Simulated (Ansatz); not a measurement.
# ZnOs2: the cost of one run

Computed with Ansatz 0.2.0 (DFT PBE, scalar-relativistic, plane waves, PAW, unless a step's input says otherwise).

## 1. The structure to begin with

The structure is hexagonal, space group P6_3/mmc (No. 194). The conventional cell has a = 2.831 Å, b = 2.831 Å, c = 11.013 Å, α = 90.00°, β = 90.00°, γ = 120.00°. Around Zn (site symmetry -6m2) lie 6 Os at 2.12 Å. Around Os (site symmetry 3m) lie 3 Zn at 2.12 Å.

Coordinates:

```cif
data_structure
_symmetry_space_group_name_H-M 'P 1'
_symmetry_Int_Tables_number 1
_cell_length_a 2.8314
_cell_length_b 2.8314
_cell_length_c 11.0131
_cell_angle_alpha 90.000
_cell_angle_beta 90.000
_cell_angle_gamma 120.000
_cell_volume 76.46
loop_
_atom_site_label
_atom_site_type_symbol
_atom_site_fract_x
_atom_site_fract_y
_atom_site_fract_z
_atom_site_occupancy
Zn1 Zn 0.33333 0.66667 0.25000 1
Zn2 Zn 0.66667 0.33333 0.75000 1
Os1 Os 0.33333 0.66667 0.62750 1
Os2 Os 0.66667 0.33333 0.12750 1
Os3 Os 0.33333 0.66667 0.87250 1
Os4 Os 0.66667 0.33333 0.37250 1
```

This is candidate A: 2H molybdenite type (P6_3/mmc, No. 194).

(A quick probe on a coarse mesh, which set the mesh and smearing, is not shown.)

## 3. Coarse relaxation (candidate A)

Input file input.yaml:

```yaml
crystal:
  lattice:
    - [2.8314233118, 0.0, 0.0]
    - [-1.4157116559, 2.4520845169, 0.0]
    - [0.0, 0.0, 11.0130756027]
  atoms:
    - { symbol: Zn, position: [0.3333333333, 0.6666666667, 0.25] }
    - { symbol: Zn, position: [0.6666666667, 0.3333333333, 0.75] }
    - { symbol: Os, position: [0.3333333333, 0.6666666667, 0.6275] }
    - { symbol: Os, position: [0.6666666667, 0.3333333333, 0.1275] }
    - { symbol: Os, position: [0.3333333333, 0.6666666667, 0.8725] }
    - { symbol: Os, position: [0.6666666667, 0.3333333333, 0.3725] }
basis:
  ecutwfc: 420
kpoints:
  mp_grid: { grid: [6, 6, 2] }
hamiltonian:
  xc: pbe
scf:
  occupations: { method: gaussian, width: 0.1 }
  lower_state_search: "off"
output:
  forces: true
  stress: true
  eigenvalues: true
relax:
  adjacent_minimum: "off"
  f_tol: 0.04
  max_steps: 70
  cell: { stress_tol: 0.4 }
```

Launch:

```bash
ansatz run input.yaml --threads 1 --pin off --max-ram 2560MiB --backend cpu --events-out ev --progress --plain --runs-dir out
```

**Question.** How long does this run take on 1 thread of Intel Xeon 6975P-C (Granite Rapids), shared host, and how much memory does it need?

About 25 s, with a peak of 0.44 GiB.
